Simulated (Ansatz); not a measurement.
# YAl3N4: the cost of one run

Program: Ansatz 0.2.0. Level of theory: DFT PBE, scalar-relativistic, plane waves, PAW. These are calculated values, not measurements.

### Step 1. The structure to begin with

Symmetry: Cmmm, No. 65, orthorhombic system. Conventional cell: a = 6.812 Å, b = 9.633 Å, c = 3.406 Å, α = 90.00°, β = 90.00°, γ = 90.00°. Around Y (site symmetry mmm) lie 6 N at 2.41 Å. Around Al (site symmetry 2/m) lie 6 N at 2.41 Å. Al (site symmetry mmm) is surrounded by 6 N at 2.41 Å. Around N (site symmetry 2mm) lie 2 Y at 2.41 Å and 4 Al at 2.41 Å. N (site symmetry m2m) is surrounded by 5 Al at 2.41 Å and 1 Y at 2.41 Å.

As a file:

```
CELL_PARAMETERS angstrom
3.40591 -4.81668 0.00000
3.40591 4.81668 0.00000
0.00000 0.00000 3.40591
ATOMIC_POSITIONS crystal
Y 0.50000 0.50000 0.50000
Al 0.00000 0.50000 0.00000
Al 0.50000 0.00000 0.00000
Al 0.00000 0.00000 0.50000
N 0.75000 0.75000 0.00000
N 0.25000 0.25000 0.00000
N 0.75000 0.25000 0.50000
N 0.25000 0.75000 0.50000
```

The start is an ordering of an alloy on its end members' structure types: elements ordered on the sites of the YN type, Al/Y on Y (Cmmm, No. 65).

### Step 2. The guess as it stands, on a coarse mesh

Input file input.yaml:

```yaml
crystal:
  lattice:
    - [3.40590723, -4.8166802, 0.0]
    - [3.40590723, 4.8166802, 0.0]
    - [0.0, 0.0, 3.40590723]
  atoms:
    - { symbol: "Y", position: [0.5, 0.5, 0.5] }
    - { symbol: Al, position: [0.0, 0.5, 0.0] }
    - { symbol: Al, position: [0.5, 0.0, 0.0] }
    - { symbol: Al, position: [0.0, 0.0, 0.5] }
    - { symbol: "N", position: [0.75, 0.75, 0.0] }
    - { symbol: "N", position: [0.25, 0.25, 0.0] }
    - { symbol: "N", position: [0.75, 0.25, 0.5] }
    - { symbol: "N", position: [0.25, 0.75, 0.5] }
basis:
  ecutwfc: 420
kpoints:
  mp_grid: { grid: [4, 4, 6] }
hamiltonian:
  xc: pbe
scf:
  occupations: { method: gaussian, width: 0.1 }
  lower_state_search: "off"
output:
  forces: true
  stress: true
  eigenvalues: true
```

The run is started by

```bash
$ ansatz run input.yaml --threads 1 --pin off --max-ram 2560MiB --backend cpu --events-out ev --progress --plain --runs-dir out
```

What time and memory should one allow on 1 thread of Intel Xeon Platinum 8259CL at 2.50GHz (Skylake/Cascade Lake), shared host?

About 4.7 s, with a peak of 0.44 GiB.
